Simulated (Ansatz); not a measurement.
Runs of Ansatz 0.2.0 on Co. The cell holds a slab with vacuum, 7 atoms: a = 2.471 Å, b = 2.471 Å, c = 27.132 Å, α = 90.00°, β = 90.00°, γ = 120.00°. 

| level | cutoff (eV) | gap on the mesh (eV) | moment (μB) | largest force (eV/Å) | work function (eV) |
| --- | --- | --- | --- | --- | --- |
| RPBE | 420 | none | 11.97 | 0.38 | 4.92 |
| LDA | 420 | none | 11.50 | 0.79 | 5.42 |
| r2SCAN | 500 | none | 12.46 | 0.50 | (a) |
| PBEsol | 420 | none | 11.87 | 0.53 | 5.19 |
| BLYP | 420 | none | 11.63 | (b) | 4.75 |
| revPBE | 420 | none | 11.95 | 0.38 | 4.94 |

Alike in all rows: task band structure; potentials or basis Ansatz PAW; spin collinear, ferromagnetic start; cell the (0 0 1) slab of Co, cut from the database cell, not relaxed; k mesh 12 × 12 × 1; smearing fermi-dirac 0.05 eV.

Q: Fill in the values left out.

A: (a) 5.14; (b) 0.34.

Caveats: the PAW data sets come from PBE, with cores solved anew for the run's functional, which leaves a small shift of forces and pressure; the magnetic or orbital state may not be the lowest (some runs).

A gap of «none» marks a metal or a gap under the smearing width.

Runs at the PBE level aren't shown here.
